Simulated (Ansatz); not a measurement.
What does this script print? It uses the Ansatz DFT code, driven from Python.

`vcrelax_srso4.py`
```python
"""Variable-cell relaxation of SrSO4."""

import json

import ansatz as az
from ase import Atoms
from ase.data import atomic_numbers
from ase.io import write
import numpy as np
import spglib

def edges_and_angles(cell):
    cell = np.asarray(cell)
    a, b, c = np.linalg.norm(cell, axis=1)
    cosines = cell[1] @ cell[2] / (b * c), cell[0] @ cell[2] / (a * c), cell[0] @ cell[1] / (a * b)
    return (a, b, c, *np.degrees(np.arccos(cosines)))

cell = (
    az.Lattice.fcc(7.223156)
    .space_group(216)
    .atom("Sr", (0.5, 0.0, 0.0))
    .atom("S", (0.0, 0.0, 0.0))
    .atom("O", (0.381057, 0.118943, 0.381057))
    .primitive()
)

# every cell quantity that the symmetry leaves free
base = cell.calculation()
base = base.functional("pbesol")
base = base.pseudopotentials("paw")
base = base.basis(420)
base = base.kpoints(mesh=(4, 4, 4))
base = base.occupations(az.OccupationsMethod.FIXED)
base = base.scf(max_iterations=65)
base = base.relax(max_steps=30, cell=True)
done = base.run(events_out="stream.ndjson")
with open("stream.ndjson") as stream:
    events = [json.loads(line) for line in stream]
steps = [e["data"] for e in events if e["event"] == "relax_step"]
summary = done.report
print("step   energy (eV)     max comp. (eV/A)   P (GPa)  SCF")
for s in steps:
    print(f"{s['step']:4d} {s['lagrangian_ev']:15.5f} {s['allowed_force_max_ev_ang']:12.4f} {s['pressure_gpa']:10.3f} {s['n_scf']:5d}")

first, last = steps[0], steps[-1]
symbols = [site.symbol for site in done.lattice.sites]
print(f"energy gained {first['lagrangian_ev'] - last['lagrangian_ev']:.4f} eV in {len(steps) - 1} steps")
for label, vectors in (("before", first["cell_ang"]), ("after", done.lattice.cell_ang)):
    print(label, "a b c (A) {:.4f} {:.4f} {:.4f}  angles {:.2f} {:.2f} {:.2f}".format(*edges_and_angles(vectors)), f" V = {abs(np.linalg.det(vectors)):.3f} A^3")
print("final stress xx yy zz (GPa, compression positive):", np.round(np.diag(summary["stress_gpa"]), 3) + 0.0)

change = np.array(last["positions_ang"]) @ np.linalg.inv(last["cell_ang"]) - np.array(first["positions_ang"]) @ np.linalg.inv(first["cell_ang"])
moved = np.linalg.norm(change @ np.array(last["cell_ang"]), axis=1)
print("displacement within the cell, strain taken out (A):", " ".join(f"{s}:{d:.3f}" for s, d in zip(symbols, moved)))

relaxed = Atoms(symbols, positions=[site.position_ang for site in done.lattice.sites], cell=done.lattice.cell_ang, pbc=True)
write("relaxed.extxyz", relaxed, format="extxyz")

print("relaxed fractional positions")
for site in done.lattice.sites:
    print(f"  {site.symbol:2s}", " ".join(f"{v % 1:8.5f}" for v in np.round(site.position_frac, 5)))

fractions = [site.position_frac for site in done.lattice.sites]
numbers = [atomic_numbers[s] for s in symbols]
for tolerance in (1e-3, 1e-2, 1e-1):
    print(f"space group at {tolerance} A:", spglib.get_spacegroup((done.lattice.cell_ang, fractions, numbers), symprec=tolerance))

for key in ("converged", "n_iterations", "n_electrons", "n_kpoints", "n_pw", "n_symmetry_ops", "free_energy_ev", "fermi_energy_ev"):
    print(f"{key:18s} {summary[key]}")

terms = summary["components"]
print({name: round(terms[name], 3) for name in ("e_kinetic", "e_hartree", "e_xc", "e_local", "e_nonlocal", "e_ewald", "e_paw") if name in terms})
```

```console
$ python vcrelax_srso4.py
step   energy (eV)     max comp. (eV/A)   P (GPa)  SCF
   1     -6622.72609       0.0093     -2.098     7
   2     -6622.75023       0.1906      1.504     6
   3     -6622.76405       0.0490     -0.469     8
   4     -6622.76475       0.0753      0.276     5
   5     -6622.76482       0.0069     -0.197     7
   6     -6622.76588       0.0002     -0.002     4
   7     -6622.75657       0.0011     -0.222     6
   8     -6622.75793       0.0001     -0.012     5
   9     -6622.75618       0.0004     -0.025     6
energy gained 0.0301 eV in 8 steps
before a b c (A) 5.1075 5.1075 5.1075  angles 60.00 60.00 60.00  V = 94.215 A^3
after a b c (A) 5.0326 5.0326 5.0326  angles 60.00 60.00 60.00  V = 90.126 A^3
final stress xx yy zz (GPa, compression positive): [-0.025 -0.025 -0.025]
displacement within the cell, strain taken out (A): Sr:0.000 S:0.000 O:0.018 O:0.018 O:0.018 O:0.018
relaxed fractional positions
  Sr  0.50000  0.50000  0.50000
  S   0.00000  0.00000  0.00000
  O   0.12041  0.63876  0.12041
  O   0.12041  0.12041  0.12041
  O   0.63876  0.12041  0.12041
  O   0.12041  0.12041  0.63876
space group at 0.001 A: F-43m (216)
space group at 0.01 A: F-43m (216)
space group at 0.1 A: F-43m (216)
converged          True
n_iterations       6
n_electrons        40.0
n_kpoints          8
n_pw               1807
n_symmetry_ops     24
free_energy_ev     -6622.756181269717
fermi_energy_ev    4.77451504395876
{'e_kinetic': 1068.027, 'e_hartree': 905.496, 'e_xc': -561.76, 'e_local': -2694.434, 'e_nonlocal': 422.397, 'e_ewald': -1923.216, 'e_paw': -3839.612}
```

File `relaxed.extxyz` afterwards:
```text
6
Lattice="4.268382781213232e-16 3.5585559710049948 3.5585559710049948 3.5585559710049948 2.110415743360773e-16 3.5585559710049948 3.5585559710049948 3.5585559710049948 -7.392194271542619e-18" Properties=species:S:1:pos:R:3 pbc="T T T"
Sr       3.55855597       3.55855597       3.55855597
S        0.00000000      -0.00000000      -0.00000000
O        2.70157037       0.85698560       2.70157037
O        0.85698560       0.85698560       0.85698560
O        0.85698560       2.70157037       2.70157037
O        2.70157037       2.70157037       0.85698560
```

Caveats:
- Absolute energies stand on the zero of these potentials, so only differences at equal settings mean something. A total without «per atom» is that of the cell as typed.
- The energy terms are those on the plane-wave grid, with the one-centre PAW part apart; the terms shown are only some of the summands, so they needn't add up to F.
- Under fixed occupations the level called the Fermi level is the highest filled one on the SCF mesh; off the mesh a filled band can lie a little above it.
- The zero of the levels is a convention of the potentials, so an absolute Fermi energy is no work function.
- Energies along a relaxation are free energies. Rows at an unchanged volume are solved on a plane-wave basis chosen afresh for that cell, so the energy jumps there and such rows are no steps of the walk.
- Edges and angles are those of the cell as typed, here a primitive one, not of the conventional cell.
- This cell is a computed structure, which may not be the phase found in nature.
- It ran for 17 s on 1 thread of Arm Neoverse V1, on a shared host, peak memory 0.44 GiB.
